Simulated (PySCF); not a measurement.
**CH6ClNSi (SMILES C[SiH](N)Cl) at 5 levels**

Wanted: a comparison of 5 runs (HF/STO-3G, BHLYP/6-31G*, CAM-B3LYP/6-31G*, M06-L/6-31G*, PBE0/6-31G*) of CH6ClNSi. 

The results are computed with PySCF 2.14.0.

3 further runs of the same task are left out: 3 set aside as unsound or not needed.

## (1) Starting point

CH6ClNSi has 10 atoms, charge 0, and is taken as a singlet. SMILES: `C[SiH](N)Cl`. The shape is that of a PBE0-D4/def2-TZVP optimisation. This is one conformer, not always the lowest.

Bond lengths: C1–Si2 1.853 Å, Si2–N3 1.706 Å, Si2–Cl4 2.081 Å, C1–H5 1.092 Å, C1–H6 1.092 Å, C1–H7 1.093 Å, Si2–H8 1.480 Å, N3–H9 1.008 Å, N3–H10 1.008 Å. Some angles: C1–Si2–N3 110.0°, C1–Si2–Cl4 106.9°, N3–Si2–Cl4 113.8°, C1–Si2–H8 113.9°, N3–Si2–H8 107.4°, Cl4–Si2–H8 105.0°, Si2–C1–H5 110.6°, Si2–C1–H6 110.4°, Si2–C1–H7 110.6°, Si2–N3–H9 120.0°.

## (2) The energy at HF/STO-3G (run 1)

input.py

```python
from pyscf import gto

molecule = gto.Mole()
molecule.atom = '''
C       -0.924300       0.960300      -0.429600
Si      -0.055600      -0.637600      -0.073400
N        1.200800      -0.379200       1.050800
Cl       0.594900      -1.392500      -1.900800
H       -1.720000       0.809500      -1.161600
H       -1.359500       1.369700       0.485000
H       -0.226900       1.694300      -0.841400
H       -0.936500      -1.689500       0.482600
H        1.847500       0.382600       0.917600
H        1.662700      -1.168700       1.473800
'''
molecule.charge = 0
molecule.basis = 'sto-3g'
molecule.verbose = 4
molecule.max_memory = 1860
molecule.spin = 0
molecule.build()

hf = molecule.RHF()
hf.conv_tol = 1e-10
hf.kernel()
if not hf.converged:
    hf = hf.newton().run(hf.mo_coeff, hf.mo_occ)

energy = hf.e_tot
print('E(%s) = %.9f' % ('HF', energy))
```

Run with:

```
$ OMP_NUM_THREADS=1 python input.py
```

The log of the run:

```text
PySCF version 2.14.0

[... 62 lines left out ...]
converged SCF energy = -834.919376285538
E(HF) = -834.919376286
```

Run time: 0.74 s. Hardware: 1 thread of Arm Neoverse V2, shared host; peak memory 0.12 GiB.

## (3) The energy at BHLYP/6-31G(d) (spherical functions) (run 2)

job.py

```python
from pyscf import gto, dft

mol = gto.M(
    atom='''
C   -0.924300   0.960300  -0.429600
Si  -0.055600  -0.637600  -0.073400
N    1.200800  -0.379200   1.050800
Cl   0.594900  -1.392500  -1.900800
H   -1.720000   0.809500  -1.161600
H   -1.359500   1.369700   0.485000
H   -0.226900   1.694300  -0.841400
H   -0.936500  -1.689500   0.482600
H    1.847500   0.382600   0.917600
H    1.662700  -1.168700   1.473800
''',
    max_memory=1860,
    basis='6-31g*',
    charge=0,
    verbose=4,
)

mf = dft.RKS(mol)
mf.xc = 'bhandhlyp'
mf.grids.level = 5
mf.conv_tol = 1e-10
mf.kernel()
if not mf.converged:
    mf = mf.newton().run(mf.mo_coeff, mf.mo_occ)

e_final = mf.e_tot
print(f'total energy: {e_final:.8f} hartree')
```

Run with:

```
$ OMP_NUM_THREADS=1 python job.py
```

The log of the run:

```text
PySCF version 2.14.0

[... 78 lines left out ...]
converged SCF energy = -846.152229359337
total energy: -846.15222936 hartree
```

Wall time 17 s (1 thread of Arm Neoverse V2, shared host); peak memory 0.4 GiB.

Runs 3 to 4 aren't shown in full; the table further down has their settings and results.

## (4) A single-point energy at PBE0/6-31G(d) (spherical functions) (run 5)

run.py

```python
from pyscf import gto, dft

mol = gto.M(
    atom='''
C     -0.924300     0.960300    -0.429600
Si    -0.055600    -0.637600    -0.073400
N      1.200800    -0.379200     1.050800
Cl     0.594900    -1.392500    -1.900800
H     -1.720000     0.809500    -1.161600
H     -1.359500     1.369700     0.485000
H     -0.226900     1.694300    -0.841400
H     -0.936500    -1.689500     0.482600
H      1.847500     0.382600     0.917600
H      1.662700    -1.168700     1.473800
''',
    max_memory=1860,
    verbose=3,
    basis='6-31g*',
    charge=0,
)

mf = dft.RKS(mol)
mf.xc = 'pbe0'
mf.conv_tol = 1e-10
mf.grids.level = 5
mf.kernel()
if not mf.converged:
    mf = mf.newton().run(mf.mo_coeff, mf.mo_occ)

energy = mf.e_tot
print('E = %.10f Eh' % energy)
```

Run with:

```
$ OMP_NUM_THREADS=1 python run.py
```

The log of the run:

```text
converged SCF energy = -845.821465708109
E = -845.8214657081 Eh
```

It took 17 s on 1 thread of Arm Neoverse V2, shared host; peak memory 0.4 GiB.

## (5) All runs side by side

```csv
run,level,integration grid,energy (Eh),dipole moment (D),HOMO energy (eV),LUMO energy (eV),wall time
1,HF/STO-3G,–,-834.919376,2.65,-9.02,9.93,0.74 s
2,BHLYP/6-31G* (spherical functions),5,-846.152229,2.35,-9.02,2.37,17 s
3,CAM-B3LYP/6-31G* (spherical functions),5,-846.174037,2.36,-9.04,2.52,28 s
4,M06-L/6-31G* (spherical functions),5,-846.190216,2.44,-6.52,1.21,34 s
5,PBE0/6-31G* (spherical functions),5,-845.821466,2.39,-7.66,1.49,17 s
```

## (6) What came out

| quantity | value |
| --- | --- |
| run 5: total energy | -845.82147 Eh |
| run 5: dipole moment | 2.39 D |
| run 5: HOMO energy | -7.66 eV |
| run 5: LUMO energy | 1.49 eV |
| run 5: HOMO–LUMO gap | 9.15 eV |

**Reading.** The dipole moment (its size) runs from 2.35 D (BHLYP/6-31G*) to 2.65 D (HF/STO-3G). The two ends differ in method and basis. The HOMO–LUMO gap runs from 7.73 eV (M06-L/6-31G*) to 18.94 eV (HF/STO-3G). Totals of different functionals can't be ranked against each other. In run 1 the basis is minimal, so the values are rough. All runs together took 97 s, the longest 34 s.
